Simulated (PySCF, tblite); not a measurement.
# Si21NH31: electronic excitations, NMR shifts, part 2 of 2

tblite 0.8.0 and PySCF 2.14.0. Atoms count from 0.

## Step 4: NMR shifts: GIAO KT3/pcSseg-1

What the job is given:

```
{"job": {"kind": "nmr", "xc": "KT3", "basis": "pcSseg-1", "pop": false}, "charge": 0, "multiplicity": 1}
Si     1.813782    -1.765249    -0.699765
Si     1.619171    -1.806096    -3.039256
Si     1.829496    -3.937294    -3.947398
Si    -1.813592    -1.764930    -0.699694
Si    -1.619634    -1.806078    -3.039082
Si    -1.830106    -3.936768    -3.947288
Si     0.000649    -5.122152    -0.765827
Si     0.000254    -5.158728    -3.146065
Si     0.000224    -0.403534     2.575899
Si    -0.000375    -0.546060     0.223053
Si     1.864998    -3.975656     0.077602
Si    -1.865344    -3.975336     0.077807
Si    -0.000146     1.699163    -0.559076
Si     0.000630     6.321497     2.751779
Si     1.957266     5.191496     3.285196
Si     1.901124     2.989280     2.513684
Si     1.911650     2.824973     0.177975
Si    -1.955279     5.192208     3.286137
Si    -1.900116     2.989024     2.513702
Si    -1.911931     2.825172     0.179109
Si     0.000516     1.820026     3.306418
N     -0.000248    -1.249735    -3.415095
H     -0.000112    -0.307648    -3.763144
H      3.056930    -1.063741    -0.305398
H      2.454102    -0.773534    -3.682949
H      1.949480    -3.999729    -5.413033
H      3.117379    -4.489376    -3.490014
H     -3.057210    -1.063929    -0.305180
H     -2.454268    -0.773539    -3.682550
H     -3.117819    -4.489294    -3.489769
H     -1.949897    -3.999652    -5.413090
H      0.000033    -6.516881    -0.281238
H     -0.000227    -6.559796    -3.617299
H      1.153470    -1.153185     3.093005
H     -1.153130    -1.152854     3.093281
H      3.124360    -4.663726    -0.244256
H      1.863420    -3.976340     1.547664
H     -3.124739    -4.664078    -0.244097
H     -1.863316    -3.976378     1.548145
H     -0.000417     1.618083    -2.035538
H      0.001083     7.697054     3.267680
H      0.000558     6.512724     1.289396
H      3.139312     5.906709     2.779715
H      2.150661     5.222717     4.744183
H      3.094870     2.275268     3.009273
H      2.013189     4.180026    -0.389048
H      3.122876     2.165971    -0.325806
H     -3.137679     5.907220     2.781313
H     -2.147988     5.222829     4.745192
H     -3.093953     2.275867     3.010735
H     -3.122875     2.166124    -0.324491
H     -2.013478     4.179869    -0.388214
H      0.000904     1.904721     4.782613
```

Level: GIAO KT3/pcSseg-1 NMR shielding, non-relativistic, gas phase.

The program printed:

```text
start: PBE on a coarse grid of 51565 points
cycle   1  E = -6149.3396417834  dE =  1.104e+00  |g| = 6.651e-01  |ddm| = 7.450e+00
cycle   2  E = -6148.9438478723  dE =  3.958e-01  |g| = 1.392e+00  |ddm| = 3.957e+00
cycle   3  E = -6149.4219078745  dE = -4.781e-01  |g| = 2.668e-01  |ddm| = 3.704e+00
cycle   4  E = -6149.4391364626  dE = -1.723e-02  |g| = 1.085e-01  |ddm| = 7.699e-01
cycle   5  E = -6149.4430064084  dE = -3.870e-03  |g| = 4.797e-02  |ddm| = 3.757e-01
cycle   6  E = -6149.4438464963  dE = -8.401e-04  |g| = 1.504e-02  |ddm| = 1.292e-01
cycle   7  E = -6149.4439260361  dE = -7.954e-05  |g| = 3.730e-03  |ddm| = 3.739e-02
final grid: 387223 points
cycle   8  E = -6202.3588689443  dE = -1.157e-01  |g| = 5.519e-01  |ddm| = 1.499e+00
cycle   9  E = -6202.3688386464  dE = -9.970e-03  |g| = 2.743e-01  |ddm| = 7.271e-01
cycle  10  E = -6202.3716404463  dE = -2.802e-03  |g| = 1.218e-01  |ddm| = 4.534e-01
cycle  11  E = -6202.3755735175  dE = -3.933e-03  |g| = 9.833e-03  |ddm| = 2.233e-01
cycle  12  E = -6202.3756091228  dE = -3.561e-05  |g| = 3.921e-03  |ddm| = 2.779e-02
cycle  13  E = -6202.3756144147  dE = -5.292e-06  |g| = 9.670e-04  |ddm| = 1.173e-02
cycle  14  E = -6202.3756126760  dE =  1.739e-06  |g| = 4.143e-04  |ddm| = 2.917e-03
cycle  15  E = -6202.3756091142  dE =  3.562e-06  |g| = 1.431e-04  |ddm| = 1.229e-03
cycle  16  E = -6202.3756127648  dE = -3.651e-06  |g| = 2.930e-05  |ddm| = 3.807e-04
converged SCF energy = -6202.3756127648

GIAO shielding tensors (ppm)
atom      isotropic    diamagn.    paramagn.     s11        s22        s33       span
  0 Si     476.558     885.018    -408.460    449.015    487.059    493.600     44.585
  1 Si     395.024     883.158    -488.135    326.611    395.191    463.269    136.658
  2 Si     485.302     883.004    -397.703    460.126    482.486    513.292     53.165
  3 Si     476.646     885.017    -408.371    449.166    487.076    493.697     44.531
  4 Si     395.063     883.163    -488.100    326.657    395.230    463.302    136.645
  5 Si     485.272     882.999    -397.728    460.033    482.424    513.358     53.326
  6 Si     481.292     885.532    -404.240    472.416    476.923    494.538     22.122
  7 Si     490.586     885.880    -395.294    477.145    481.511    513.100     35.955
  8 Si     462.960     885.258    -422.298    445.526    455.216    488.138     42.612
  9 Si     488.843     884.845    -396.001    434.406    497.146    534.977    100.571
 10 Si     475.639     884.823    -409.184    450.099    477.551    499.265     49.166
 11 Si     475.511     884.817    -409.306    449.896    477.480    499.157     49.261
 12 Si     482.040     885.371    -403.331    460.561    484.199    501.361     40.800
 13 Si     484.239     882.721    -398.482    466.106    489.068    497.542     31.436
 14 Si     470.138     883.059    -412.921    447.102    472.898    490.413     43.311
 15 Si     488.376     886.181    -397.804    479.418    488.067    497.643     18.226
 16 Si     476.902     885.310    -408.408    456.337    475.353    499.017     42.680
 17 Si     470.087     883.062    -412.976    447.055    472.808    490.398     43.342
 18 Si     488.352     886.170    -397.818    479.371    488.088    497.597     18.226
 19 Si     476.972     885.315    -408.343    456.407    475.446    499.062     42.655
 20 Si     485.824     884.597    -398.774    476.814    483.808    496.848     20.034
 21 N      276.032     330.220     -54.188    233.231    255.011    339.853    106.622
 22 H       32.724      36.124      -3.401     24.748     28.389     45.034     20.285
 23 H       27.836      33.538      -5.702     22.741     27.140     33.627     10.887
 24 H       25.966      30.710      -4.744     23.171     24.382     30.345      7.174
 25 H       28.145      29.645      -1.500     24.426     24.727     35.282     10.857
 26 H       28.325      30.746      -2.420     24.300     26.685     33.990      9.690
 27 H       27.834      33.532      -5.698     22.738     27.137     33.627     10.889
 28 H       25.969      30.715      -4.746     23.173     24.386     30.348      7.175
 29 H       28.325      30.745      -2.420     24.299     26.687     33.989      9.690
 30 H       28.143      29.641      -1.498     24.424     24.726     35.279     10.855
 31 H       27.691      32.084      -4.393     23.250     24.231     35.593     12.343
 32 H       27.678      31.258      -3.580     23.239     23.837     35.957     12.719
 33 H       27.838      32.875      -5.036     22.735     27.625     33.154     10.418
 34 H       27.837      32.874      -5.037     22.736     27.624     33.151     10.414
 35 H       27.911      32.236      -4.325     24.015     25.012     34.705     10.690
 36 H       28.003      31.994      -3.991     23.754     26.769     33.486      9.732
 37 H       27.905      32.233      -4.328     24.012     25.009     34.695     10.683
 38 H       27.999      31.991      -3.992     23.752     26.766     33.479      9.727
 39 H       28.208      35.223      -7.016     22.364     28.147     34.112     11.748
 40 H       28.238      27.470       0.768     23.498     25.130     36.086     12.588
 41 H       28.238      30.998      -2.760     25.010     27.552     32.152      7.142
 42 H       28.047      28.886      -0.839     23.701     25.502     34.939     11.238
 43 H       28.041      29.468      -1.426     24.458     25.339     34.327      9.870
 44 H       27.968      32.340      -4.372     23.280     26.377     34.248     10.968
 45 H       28.110      33.105      -4.996     23.771     26.531     34.027     10.256
 46 H       27.896      32.644      -4.748     23.003     27.193     33.493     10.489
 47 H       28.047      28.891      -0.843     23.701     25.502     34.939     11.239
 48 H       28.042      29.474      -1.432     24.459     25.341     34.326      9.868
 49 H       27.966      32.330      -4.364     23.281     26.373     34.244     10.963
 50 H       27.900      32.649      -4.749     23.007     27.197     33.497     10.490
 51 H       28.114      33.110      -4.997     23.773     26.534     34.034     10.261
 52 H       28.065      33.741      -5.676     23.493     25.860     34.841     11.349
```

It took 1.7 min on 2 threads of Arm Neoverse N1, shared host; peak memory 1.2 GiB.

Shifts follow as δ = σ(reference) − σ, with reference shieldings (ppm) from runs at the same level and on the same kind of geometry: ¹H TMS 31.76, ²⁹Si TMS 361.7, ¹⁵N NH3 264.4. The references are single molecules in the gas phase, so shifts against H2O, NH3, PH3, H3PO4 or CFCl3 are not on the usual liquid scales and can be off by tens of ppm. Atoms listed in one row are averaged.

| atoms | environment | σ (ppm) | δ (ppm) |
| --- | --- | --- | --- |
| H24, H28 | hydrogen on a silicon bonded to N, 2 Si | 25.97 | 5.79 |
| H32 | hydrogen on a silicon bonded to 3 Si | 27.68 | 4.08 |
| H31 | hydrogen on a silicon bonded to 3 Si | 27.69 | 4.07 |
| H23, H27 | hydrogen on a silicon bonded to 3 Si | 27.84 | 3.92 |
| H33, H34 | hydrogen on a silicon bonded to 2 Si | 27.84 | 3.92 |
| H46, H50 | hydrogen on a silicon bonded to 2 Si | 27.90 | 3.86 |
| H35, H37 | hydrogen on a silicon bonded to 2 Si | 27.91 | 3.85 |
| H44, H49 | hydrogen on a silicon bonded to 3 Si | 27.97 | 3.79 |
| H36, H38 | hydrogen on a silicon bonded to 2 Si | 28.00 | 3.76 |
| H43, H48 | hydrogen on a silicon bonded to 2 Si | 28.04 | 3.72 |
| H42, H47 | hydrogen on a silicon bonded to 2 Si | 28.05 | 3.71 |
| H52 | hydrogen on a silicon bonded to 3 Si | 28.06 | 3.70 |
| H45, H51 | hydrogen on a silicon bonded to 2 Si | 28.11 | 3.65 |
| H25, H30 | hydrogen on a silicon bonded to 2 Si | 28.14 | 3.62 |
| H39 | hydrogen on a silicon bonded to 3 Si | 28.21 | 3.55 |
| H40 | hydrogen on a silicon bonded to 2 Si | 28.24 | 3.52 |
| H41 | hydrogen on a silicon bonded to 2 Si | 28.24 | 3.52 |
| H26, H29 | hydrogen on a silicon bonded to 2 Si | 28.33 | 3.43 |
| H22 | hydrogen on a nitrogen bonded to 2 Si | 32.72 | -0.96 |
| Si1, Si4 | silicon bonded to N, 2 Si, H | 395.0 | -33.4 |
| Si8 | silicon bonded to 2 Si, 2 H | 463.0 | -101.3 |
| Si14, Si17 | silicon bonded to 2 Si, 2 H | 470.1 | -108.4 |
| Si10, Si11 | silicon bonded to 2 Si, 2 H | 475.6 | -113.9 |
| Si0, Si3 | silicon bonded to 3 Si, H | 476.6 | -114.9 |
| Si16, Si19 | silicon bonded to 2 Si, 2 H | 476.9 | -115.3 |
| Si6 | silicon bonded to 3 Si, H | 481.3 | -119.6 |
| Si12 | silicon bonded to 3 Si, H | 482.0 | -120.4 |
| Si13 | silicon bonded to 2 Si, 2 H | 484.2 | -122.6 |
| Si2, Si5 | silicon bonded to 2 Si, 2 H | 485.3 | -123.6 |
| Si20 | silicon bonded to 3 Si, H | 485.8 | -124.2 |
| Si15, Si18 | silicon bonded to 3 Si, H | 488.4 | -126.7 |
| Si9 | silicon bonded to 4 Si | 488.8 | -127.2 |
| Si7 | silicon bonded to 3 Si, H | 490.6 | -128.9 |
| N21 | nitrogen bonded to 2 Si, H | 276.0 | -11.6 |

Ring of atoms Si0, Si1, Si2, Si6, Si7, Si10: NICS(0) -1.2, NICS(1) -1.3, NICS(1)zz 3.3 ppm (means of both faces).

Ring of atoms Si0, Si1, Si3, Si4, Si9, N21: NICS(0) -0.9, NICS(1) -1.6, NICS(1)zz 0.6 ppm (means of both faces).

Ring of atoms Si0, Si3, Si6, Si9, Si10, Si11: NICS(0) -2.0, NICS(1) -1.6, NICS(1)zz 3.8 ppm (means of both faces).

## Step 5: What came out

The summary covers parts 1 to 2.

```
                                                               quantity                                                                                                              value
                                            lowest singlet (PBE/6-31G*)                                                                                        3.06 eV (406 nm), f = 0.006
                               brightest single state of those computed                                                                                        state 3, 3.26 eV, f = 0.018
                                                         lowest triplet                                                                                                            2.90 eV
                                      vertical ionisation energy (ΔSCF)                                                                                                            7.06 eV
  ¹H shifts against TMS (KT3/pcSseg-1, means over atoms taken as alike)                    5.79, 4.08, 4.07, 3.92, 3.92, 3.86, 3.85, 3.79, 3.76, 3.72, 3.71, 3.70, 3.65, 3.62 ppm and more
²⁹Si shifts against TMS (KT3/pcSseg-1, means over atoms taken as alike)  -33.4, -101.3, -108.4, -113.9, -114.9, -115.3, -119.6, -120.4, -122.6, -123.6, -124.2, -126.7, -127.2, -128.9 ppm
                                  ¹⁵N shifts against NH3 (KT3/pcSseg-1)                                                                                                          -11.6 ppm
```

What this shows: The first singlet state (HOMO→LUMO 0.99) lies at 3.06 eV and is weak; of the 6 states computed, the strongest absorption comes from state 3 at 3.26 eV. The lowest triplet lies 0.16 eV below the lowest singlet (triplets in Tamm-Dancoff, singlets in full TDDFT). The orbital energy would give 5.24 eV for ionisation, ΔSCF gives 7.06 eV. At KT3/pcSseg-1: The widest tensor belongs to Si1, Si4: span 137 ppm, with a paramagnetic part of -488 ppm.
